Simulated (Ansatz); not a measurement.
# The vanadium atom (quartet): wave-function methods side by side, def2-TZVPD

An exercise on one series of results from a longer session: the logs are not shown, and one member is left open.

Method: def2-TZVPD, core rule «outside noble gas», up to 9 orbitals frozen; program: Ansatz 0.2.0, Gaussian basis.

Plan: CCSD(T) on UHF; CISD; CCSDT(Q) on ROHF; CCSDT(Q) on UHF; Full CI.

4 further runs of the same task are left out: 4 for a known fault of the program.

**The atom**

A free atom, in its lowest state of this spin that the program finds.

1 atom, charge 0, spin multiplicity 4.

The first run:

in.yaml reads:

```yaml
crystal:
  periodic: [false, false, false]
  atoms:
    - {symbol: V, position_ang: [0.000000, 0.000000, 0.000000]}
basis:
  gaussian: {orbitals: def2-TZVPD}
magnetization: {spin_polarized: true, initial_magnetization: 3}
correlation: {method: ccsd_t, electrons: outside_noble_gas}
```

The run is started by

```
ansatz run in.yaml --threads 1 --pin off --events-out ev --progress --plain --max-ram 2393MiB
```

Steps of the session up to this table: CCSD(T) on UHF; CISD; CCSDT(Q) on ROHF; CCSDT(Q) on UHF; Full CI.

One of the session's tables, all rows but one given; the rest of the session is left out.

It belongs to the step «Misses and costs». 

```
   method  from FCI (kcal/mol)
      UHF               +40.34
     UMP2                    ?
    UCCSD                -0.34
 UCCSD(T)                -1.46
   UCCSDT                -1.91
UCCSDT(Q)                -1.94
      FCI                    0
```

Q: Estimate the row for UMP2 from the others.

**Answer.** from FCI (kcal/mol): +9.36. In the column «from FCI (kcal/mol)» it lies between FCI (0) and UHF (+40.34).

Not comparable, so not listed: CISD; CCSDT(Q) on ROHF (they don't share determinant, frozen orbitals or solution with the rows shown, or repeat one).

Caveats from the session: UCCSD, UCCSD(T), UCCSDT, UCCSDT(Q) fall below full CI: unrestricted runs freeze a spin-polarised core, another one than full CI's, and coupled cluster isn't variational. Levels on UHF freeze UHF's core orbitals, full CI those of ROHF, so the U rows can settle a little off it for that reason alone.
